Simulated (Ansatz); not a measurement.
**MgHBr (singlet): the correlation ladder at a displaced geometry (v1), cc-pVTZ**

An exercise on one series of results from a longer session: the logs are not shown, and one member is left open.

Method: cc-pVTZ, core rule «outside noble gas», up to 19 orbitals frozen; program: Ansatz 0.2.0, Gaussian basis.

Plan: UHF; CCSD(T) on RHF; BCCD(T) on RHF; CCSDT(Q) on RHF.

11 further runs of the same task are left out: 3 for a known fault of the program, 1 that didn't finish, 7 set aside as unsound or not needed.

### The geometry

The geometry is a PBE0/def2-TZVP stationary point (not a proven minimum) with its atoms shifted at random (size 0.040 Å). No spin-orbit coupling is included. The filled d shell of Br may be among the frozen orbitals whatever the setting's name suggests; the logs give the count.

3 atoms, charge 0, spin multiplicity 1.

Atoms are counted from 1 here; the program's logs count them from 0.

Bond lengths: Br1–Mg2 2.351 Å, Mg2–H3 1.732 Å. Angles: Br1–Mg2–H3 177.1°.

Set-up of the first run:

in.yaml reads:

```yaml
crystal:
  periodic: [false, false, false]
  atoms:
    - {symbol: Br, position_ang: [-0.015433, -0.009008, 2.144140]}
    - {symbol: Mg, position_ang: [-0.016266, -0.025151, -0.207113]}
    - {symbol: H, position_ang: [0.031698, 0.034159, -1.937027]}
basis:
  gaussian: {orbitals: cc-pVTZ}
magnetization: {spin_polarized: true, initial_magnetization: 0}
hamiltonian: {xc: hf}
output: {orbitals: {seedname: orbitals}}
```

Command:

```bash
> ansatz run in.yaml --threads 1 --pin off --events-out ev --progress --plain --max-ram 2393MiB
```

Among the steps run: UHF; CCSD(T) on RHF; BCCD(T) on RHF; CCSDT(Q) on RHF.

One table of the session follows, with a row left open; its other results are not shown here.

It belongs to the step «Misses and costs». 

| method | from RCCSDT(Q) (meV) |
| --- | --- |
| RHF | +6345.9 |
| RMP2 | +862.7 |
| RCCSD | ? |
| RCCSD(T) | +21.6 |
| BCCD(T) | +21.1 |
| RCCSDT | +7.7 |
| RCCSDT(Q) | 0 |

**Question.** Estimate the row for RCCSD.

As computed: from RCCSDT(Q) (meV): +223.0. In the column «from RCCSDT(Q) (meV)» it lies between RCCSD(T) (+21.6) and RMP2 (+862.7).
